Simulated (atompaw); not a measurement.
# Co: generating and testing a PAW (atompaw) potential

Do these settings give a usable potential? It is generated, then checked for scattering, ghosts and hardness.

Program: atompaw 4.2.0.5. Reference atom: PBE, scalar-relativistic, spherical and spin-unpolarised. All values are calculated.

**1. The atom and the settings**

Typed settings, in words:

```json
{
  "element": "cobalt (Co, Z = 27)",
  "type": "PAW",
  "frozen core": "[Ar]",
  "valence charge": "9",
  "reference configuration": "3d7 4s2 4p0",
  "partial waves": "4s (bound): rc 2.75 bohr; 4s channel at 3.15 Ry: rc 2.75 bohr; 4p (bound, empty): rc 2.50 bohr; 4p channel at 0.7 Ry: rc 2.75 bohr; 3d (bound): rc 1.40 bohr; 3d channel at 0.85 Ry: rc 1.40 bohr",
  "local potential": "bessel scheme, radius 1.80 bohr",
  "core correction": "smooth core density matched at 2.20 bohr",
  "augmentation charge": "sinc compensation charge, radius 2.75 bohr; PAW radius 2.75 bohr; waves and projectors: custom rrkj gramschmidtortho"
}
```

**2. The generation run**

Co.input

```
Co 27
GGA-PBE scalarrelativistic loggrid 1500 logderivrange -3 5 201
4 4 3 0 0 0
4 1 0
3 2 7
0 0 0
c
c
c
v
c
c
v
v
2
2.75 2.75 1.80 2.20
y
3.15
n
y
0.7
n
y
0.85
n
custom rrkj gramschmidtortho sinc
bessel
2.75
2.75
2.50
2.75
1.40
1.40
PWSCFOUT
UPFDX 0.0125d0 UPFXMIN -7.d0 UPFZMESH 27.d0
END
```

Launch:

```
atompaw < Co.input > Co.log
```

What does the calculation give? Wanted: cutoffs for 10 and 1 mRy, occupied levels; bound ghosts; largest phase difference near zero energy, channels read; lowest eigenvalue of the overlap; share of valence orbitals outside the PAW sphere; UPF file.

As calculated:

| quantity | value |
| --- | --- |
| cutoffs for 10 and 1 mRy, occupied levels | 55 Ry and 90 Ry |
| bound ghosts | p at -44.37 eV |
| largest phase difference near zero energy, channels read | 0.001 rad |
| lowest eigenvalue of the overlap (Bessel basis) | 0.349 (p) |
| share of valence orbitals outside the PAW sphere | 4s 48 %, 4p 80 %, 3d 2 % |
| UPF file | written |

In words: It has a bound ghost (p), a state that the atom doesn't have, and that rules the file out. By its cutoff, 55 Ry for the looser tolerance, it is of middling hardness. The slowest occupied level is 3d: taken alone it needs 55 Ry to come within 1 mRy, against 6 Ry or less for 4s. Near zero energy the phases of the channels with partial waves agree within 0.001 rad. All of this concerns the isolated atom, not yet a solid.
